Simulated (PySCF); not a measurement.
# F6Ir (IrF6): the cost of one run

Computed with PySCF 2.14.0 and routines of our own; the level stands in each step. Atoms count from 0.

### Step 1. The system as given

7 atoms, charge 0, states of the metal's open shell are computed; geometry from: model start, shaken.

### Step 2. Geometry optimisation at PBE0-D3(BJ)/def2-TZVP

Job settings and geometry (Å):

```
{"job": {"xc": "PBE0", "basis": "def2-TZVP", "d3": "d3bj", "grid": 1, "maxiter": 45, "kind": "geom"}, "charge": 0, "metal": "Ir", "open_shell": "d3"}
Ir     0.000020     0.004480    -0.004110
F     -0.013360    -0.006820     1.905130
F      0.000900     0.020100    -1.927380
F      1.910690     0.007350     0.005350
F     -1.918420    -0.013960    -0.000440
F      0.010430     1.899840    -0.006860
F     -0.028520    -1.939340    -0.027630
```

On the command line:

```sh
> OMP_NUM_THREADS=1 python lf_run.py task.json out
```

The driver reads the jobs from task.json and runs them one after another.

**Question.** How long does this first job take on 1 thread of Arm Neoverse V2, shared host, and how much memory does it need?

About 3.7 min, with a peak of 0.96 GiB.
